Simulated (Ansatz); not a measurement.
# C3H10AlB: a ladder of functionals and wavefunction methods

The task here is to estimate one member of a computed series from the others.

The runs use Ansatz 0.2.0, Gaussian basis; functionals in def2-TZVPP, the program's frozen cores in correlated methods.

The runs, in order: PBE-D4, r2SCAN-D4, PBE0-D4, B3LYP-D4, ωB97X-V, ωB97M-V, B2PLYP; CCSD(T)/def2-TZVPP; MP2/def2-QZVPP; extrapolation to the limit.

**The geometry**

All runs share one geometry, relaxed beforehand with PBE0-D4 in a triple-zeta def2 set.

SMILES `B[CH2][Al]([CH3])[CH3]`, 15 atoms, charge 0, spin multiplicity 1.

Atoms are counted from 1 here; the program's logs count them from 0.

Bond lengths: B1–C2 1.502 Å, B1–H6 1.202 Å, B1–H7 1.202 Å, C2–Al3 2.003 Å, C2–H8 1.093 Å, C2–H9 1.095 Å, Al3–C4 1.950 Å, Al3–C5 1.949 Å, C4–H10 1.096 Å, C4–H11 1.094 Å, C4–H12 1.093 Å, C5–H13 1.093 Å, C5–H14 1.097 Å, C5–H15 1.094 Å. Angles: C2–B1–H6 120.9°, C2–B1–H7 120.8°, H6–B1–H7 118.1°, B1–C2–Al3 100.8°, B1–C2–H8 118.1°, B1–C2–H9 117.6°, Al3–C2–H8 102.2°, Al3–C2–H9 100.8°, H8–C2–H9 113.1°, C2–Al3–C4 117.6°, C2–Al3–C5 119.2°, C4–Al3–C5 123.0°, Al3–C4–H10 110.4°, Al3–C4–H11 111.5°, Al3–C4–H12 112.9°, H10–C4–H11 106.4°, H10–C4–H12 107.1°, H11–C4–H12 108.3° and more.

Coordinates:

```
B    -1.3218   -0.5806    1.7980
C     0.1159   -0.1588    1.6924
Al    0.2832    0.1159   -0.2851
C     1.1104   -1.3080   -1.3287
C    -0.2834    1.8108   -1.0622
H    -2.1998    0.2360    1.8772
H    -1.6330   -1.7371    1.6949
H     0.8881   -0.9075    1.8878
H     0.3798    0.8376    2.0611
H     2.1950   -1.3188   -1.1677
H     0.7425   -2.2928   -1.0253
H     0.9467   -1.1970   -2.4036
H    -0.4715    2.5825   -0.3118
H    -1.2189    1.6673   -1.6169
H     0.4448    2.1996   -1.7806
```

The first run:

The input, in.yaml:

```yaml
crystal:
  periodic: [false, false, false]
  atoms:
    - {symbol: B, position_ang: [-1.321783, -0.580569, 1.798050]}
    - {symbol: C, position_ang: [0.115901, -0.158841, 1.692371]}
    - {symbol: Al, position_ang: [0.283177, 0.115913, -0.285108]}
    - {symbol: C, position_ang: [1.110444, -1.307971, -1.328681]}
    - {symbol: C, position_ang: [-0.283443, 1.810807, -1.062217]}
    - {symbol: H, position_ang: [-2.199792, 0.236029, 1.877156]}
    - {symbol: H, position_ang: [-1.632961, -1.737086, 1.694879]}
    - {symbol: H, position_ang: [0.888131, -0.907506, 1.887777]}
    - {symbol: H, position_ang: [0.379832, 0.837610, 2.061147]}
    - {symbol: H, position_ang: [2.194994, -1.318793, -1.167664]}
    - {symbol: H, position_ang: [0.742477, -2.292759, -1.025350]}
    - {symbol: H, position_ang: [0.946654, -1.196954, -2.403649]}
    - {symbol: H, position_ang: [-0.471510, 2.582463, -0.311804]}
    - {symbol: H, position_ang: [-1.218873, 1.667293, -1.616888]}
    - {symbol: H, position_ang: [0.444751, 2.199564, -1.780618]}
basis:
  gaussian: {orbitals: def2-TZVPP}
hamiltonian: {xc: pbe, dispersion: d4}
output: {forces: true, orbitals: {seedname: orbitals}}
```

On the command line:

```bash
$ ansatz run in.yaml --threads 4 --pin off --events-out ev --progress --plain --max-ram 10444MiB
```

Steps of the session up to this table: PBE-D4 (GGA); r2SCAN-D4 (meta-GGA); PBE0-D4 (hybrid); B3LYP-D4 (hybrid); ωB97X-V (range-separated); ωB97M-V (range-separated); B2PLYP (double hybrid); CCSD(T) in def2-TZVPP; MP2 in def2-QZVPP.

One table of the session follows, with a row left open; its other results are not shown here.

| method | atomisation energy (eV) |
| --- | --- |
| PBE-D4 | 57.383 |
| r2SCAN-D4 | 57.130 |
| PBE0-D4 | 56.980 |
| B3LYP-D4 | ? |
| ωB97X-V | 56.884 |
| ωB97M-V | 57.028 |
| B2PLYP | 56.313 |
| HF/def2-TZVPP | 43.906 |
| MP2/def2-TZVPP | 55.979 |
| CCSD/def2-TZVPP | 54.986 |
| CCSD(T)/def2-TZVPP | 55.573 |
| MP2/CBS | 57.128 |
| CCSD(T)/CBS | 56.722 |

Q: Estimate the row for B3LYP-D4 from the others.

As computed: atomisation energy (eV): 56.914. In the column «atomisation energy (eV)» it lies between ωB97X-V (56.884) and PBE0-D4 (56.980).
